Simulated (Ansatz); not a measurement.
**CH₅InO₂S: a ladder of functionals and wavefunction methods**

One table from this session's results is given with a row withheld; the runs are named, their logs left out.

Method: functionals in def2-TZVPP, the program's frozen cores in correlated methods; program: Ansatz 0.2.0, Gaussian basis.

Levels to be run: PBE-D4, r2SCAN-D4, PBE0-D4, B3LYP-D4, ωB97X-V, ωB97M-V, B2PLYP; CCSD(T)/def2-TZVPP; MP2/def2-QZVPP; extrapolation to the limit.

## The geometry

The geometry comes from an earlier relaxation with PBE0-D4 in a triple-zeta def2 set; it is a stationary point, not always the lowest conformer. In takes the def2 core potential; no spin-orbit term is included.

SMILES `C[O][In]([OH])[SH]`, 10 atoms, charge 0, spin multiplicity 1.

Atoms are counted from 1 here; the program's logs count them from 0.

Bond lengths: C1–O2 1.408 Å, C1–H6 1.097 Å, C1–H7 1.095 Å, C1–H8 1.097 Å, O2–In3 1.970 Å, In3–O4 1.978 Å, In3–S5 2.362 Å, O4–H9 0.960 Å, S5–H10 1.345 Å. Angles: O2–C1–H6 113.5°, O2–C1–H7 108.4°, O2–C1–H8 111.4°, H6–C1–H7 107.8°, H6–C1–H8 107.7°, H7–C1–H8 107.8°, C1–O2–In3 121.7°, O2–In3–O4 113.9°, O2–In3–S5 119.8°, O4–In3–S5 126.3°, In3–O4–H9 113.4°, In3–S5–H10 91.9°.

Set-up of the first run:

File in.yaml:

```yaml
crystal:
  periodic: [false, false, false]
  atoms:
    - {symbol: C, position_ang: [-0.355436, -0.455193, -1.799530]}
    - {symbol: O, position_ang: [-0.203278, 0.609287, -0.890194]}
    - {symbol: In, position_ang: [0.198204, 0.296580, 1.012772]}
    - {symbol: O, position_ang: [0.206962, -1.613471, 1.525603]}
    - {symbol: S, position_ang: [0.573865, 2.131976, 2.451262]}
    - {symbol: H, position_ang: [-0.816199, -1.346349, -1.356109]}
    - {symbol: H, position_ang: [-0.997960, -0.119389, -2.620576]}
    - {symbol: H, position_ang: [0.608216, -0.756877, -2.228916]}
    - {symbol: H, position_ang: [0.376844, -1.756578, 2.459525]}
    - {symbol: H, position_ang: [0.408783, 3.010014, 1.446162]}
basis:
  gaussian: {orbitals: def2-TZVPP}
hamiltonian: {xc: pbe, dispersion: d4}
output: {forces: true, orbitals: {seedname: orbitals}}
```

Run with:

```console
ansatz run in.yaml --threads 2 --pin off --events-out ev --progress --plain --max-ram 32768MiB --backend cpu
```

Among the steps run: PBE-D4 (GGA); r2SCAN-D4 (meta-GGA); PBE0-D4 (hybrid); B3LYP-D4 (hybrid); ωB97X-V (range-separated); ωB97M-V (range-separated); B2PLYP (double hybrid); CCSD(T) in def2-TZVPP; MP2 in def2-QZVPP.

One table of the session follows, with a row left open; its other results are not shown here.

```
            method  atomisation energy (eV)
            PBE-D4                        ?
         r2SCAN-D4                   34.621
           PBE0-D4                   34.247
          B3LYP-D4                   34.187
           ωB97X-V                   34.682
           ωB97M-V                   34.624
            B2PLYP                   33.975
     HF/def2-TZVPP                   23.336
    MP2/def2-TZVPP                   34.365
   CCSD/def2-TZVPP                   32.947
CCSD(T)/def2-TZVPP                   33.637
           MP2/CBS                   35.547
       CCSD(T)/CBS                   34.820
```

Estimate the missing values for PBE-D4.

As computed: atomisation energy (eV): 35.213. In the column «atomisation energy (eV)» it lies between CCSD(T)/CBS (34.820) and MP2/CBS (35.547).

Some runs used a GPU and others CPU threads alone; cost is compared among the CPU runs only.

Among the levels timed on like hardware, those that no quicker one beats, quickest first: PBE-D4 (5.5 s, +0.393 eV); r2SCAN-D4 (9 s, -0.199 eV); ωB97X-V (16 s, -0.138 eV).

To keep in mind: All levels share the lack of spin-orbit coupling, which lowers the free heavy atoms and so the true binding.
